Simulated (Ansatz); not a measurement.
MnO, space group Pmmn, a single point from an input typed as a dict

Run with the Ansatz DFT code, driven from Python.

`deck_mno.py`
```python
import json

import ansatz as az
import numpy as np

config = {
    "crystal": {
        "lattice": [[3.154605, 0.0, 0.0], [0.0, 4.397059, 0.0], [0.0, 0.0, 6.193187]],
        "atoms": [
            {"symbol": "Mn", "position": [0.0, 0.5, 0.635856], "spin": 5.2},
            {"symbol": "Mn", "position": [0.5, 0.0, 0.364144], "spin": -5.2},
            {"symbol": "Mn", "position": [0.0, 0.5, 0.135861], "spin": 5.2},
            {"symbol": "Mn", "position": [0.5, 0.0, 0.864139], "spin": -5.2},
            {"symbol": "O", "position": [0.5, 0.5, 0.881854]},
            {"symbol": "O", "position": [0.0, 0.0, 0.618072]},
            {"symbol": "O", "position": [0.5, 0.5, 0.381928]},
            {"symbol": "O", "position": [0.0, 0.0, 0.118146]},
        ],
    },
    "magnetization": {"spin_polarized": True},
    "kpoints": {"mp_grid": {"grid": [7, 5, 4]}},
    "hamiltonian": {"xc": "pbesol"},
    "scf": {"occupations": {"method": "fermi_dirac", "width": 0.05}},
    "basis": {"ecutwfc": "31 Ry"},
    "output": {"forces": True},
}

done = az.Session.from_dict(config).plan(threads=1).execute()
r = done.report

print("%-22s %14.5f eV" % ("F = E - TS", r["free_energy_ev"]))
print("%-22s %14.5f eV" % ("E", r["internal_energy_ev"]))
print("%-22s %14.5f eV" % ("Harris-Foulkes", r["harris_foulkes_ev"]))
print("%-22s %14.5f eV" % ("Fermi level", r["fermi_energy_ev"]))

forces = np.array(r["forces_ev_ang"])
norms = np.linalg.norm(forces, axis=1)
print("largest force {:.4f} eV/A on atom {}".format(norms.max(), norms.argmax()))
print(np.array2string(forces, precision=4, suppress_small=True))

print("site moments (muB):", [round(m, 2) for m in r["site_moments_mub"]])
print("electrons up, down:", [round(n, 3) for n in r["spin_occupation_sums"]])

terms = r["components"]
print({name: round(terms[name], 3) for name in ("e_kinetic", "e_hartree", "e_xc", "e_local", "e_nonlocal", "e_ewald", "e_paw") if name in terms})

keep = ["free_energy_ev", "energy_sigma0_ev", "fermi_energy_ev", "n_iterations", "converged", "magnetization_mub", "n_kpoints"]
with open("mno.json", "w") as handle:
    json.dump({key: r[key] for key in keep}, handle, indent=1)
```

Running `python deck_mno.py` prints:
```text
DeckWarning: where an SCF of this run starts from atoms to list the orders of its open shells, Mn (sites 0, 2, from 0) starts with 5.00 μB on its 3d shell, in the place of the 5.20 μB that the deck gives it: its open shells can hold no more by Hund's first rule. To start from spheres of the given moment, type scf.initial_density.shell_occupations: []
DeckWarning: where an SCF of this run starts from atoms to list the orders of its open shells, Mn (sites 1, 3, from 0) starts with -5.00 μB on its 3d shell, in the place of the -5.20 μB that the deck gives it: its open shells can hold no more by Hund's first rule. To start from spheres of the given moment, type scf.initial_density.shell_occupations: []
RunWarning: an SCF from antiferromagnetic starting moments (5.20, 5.20, -5.20, -5.20, 0.00, 0.00, 0.00, 0.00 Bohr magnetons, atom by atom) was not made, by what the run has read of turns of its moments that order reads lower: the deck asks for what bars it, or types moments that do (magnetization.spin_polarized, in the input reference, names some of the keys), or the run goes by scf.lower_state_search: light, the default, which as a rule tries one only behind a close that has lost an order of [...]
F = E - TS               -17717.56265 eV
E                        -17717.53233 eV
Harris-Foulkes           -17717.56265 eV
Fermi level                  13.81397 eV
largest force 0.0807 eV/A on atom 1
[[-0.      0.     -0.0806]
 [ 0.      0.      0.0807]
 [-0.      0.     -0.0802]
 [ 0.      0.      0.0802]
 [-0.      0.     -0.0319]
 [ 0.      0.      0.0351]
 [-0.      0.     -0.0351]
 [ 0.      0.      0.0319]]
site moments (muB): [4.0, -4.0, 4.0, -4.0, 0.09, -0.09, 0.09, -0.09]
electrons up, down: [42.0, 42.0]
{'e_kinetic': 1894.031, 'e_hartree': 3522.836, 'e_xc': -731.097, 'e_local': -8809.292, 'e_nonlocal': 1214.117, 'e_ewald': -9089.848, 'e_paw': -5719.108}
```
(Warnings from the package without file and line, shortened, repeats left out.)

`mno.json`, as written:
```json
{
 "free_energy_ev": -17717.562649211894,
 "energy_sigma0_ev": -17717.54749139944,
 "fermi_energy_ev": 13.813968557739365,
 "n_iterations": 11,
 "converged": true,
 "magnetization_mub": 2.538161602672062e-05,
 "n_kpoints": 36
}
```

What to keep in mind:
- Absolute energies stand on the zero of these potentials, so only differences at equal settings mean something. A total without «per atom» is that of the cell as typed.
- Other magnetic orders than the one started from may lie lower.
- The energy terms are those on the plane-wave grid, with the one-centre PAW part apart; the terms shown are only some of the summands, so they needn't add up to F.
- The mesh is modest for a metal, so energies can be off by several to tens of meV an atom and pressures by half a GPa or more; differences at equal mesh fare better.
- The zero of the levels is a convention of the potentials, so an absolute Fermi energy is no work function.
- Without a Hubbard U or exact exchange, semilocal functionals often make such 3d compounds metallic or too weakly gapped.
- This cell is a computed structure, which may not be the phase found in nature.
- It ran for 32 s on 1 thread of Intel(R) Xeon(R) Platinum 8488C (Sapphire Rapids), with other jobs on the host, peak memory 0.66 GiB.
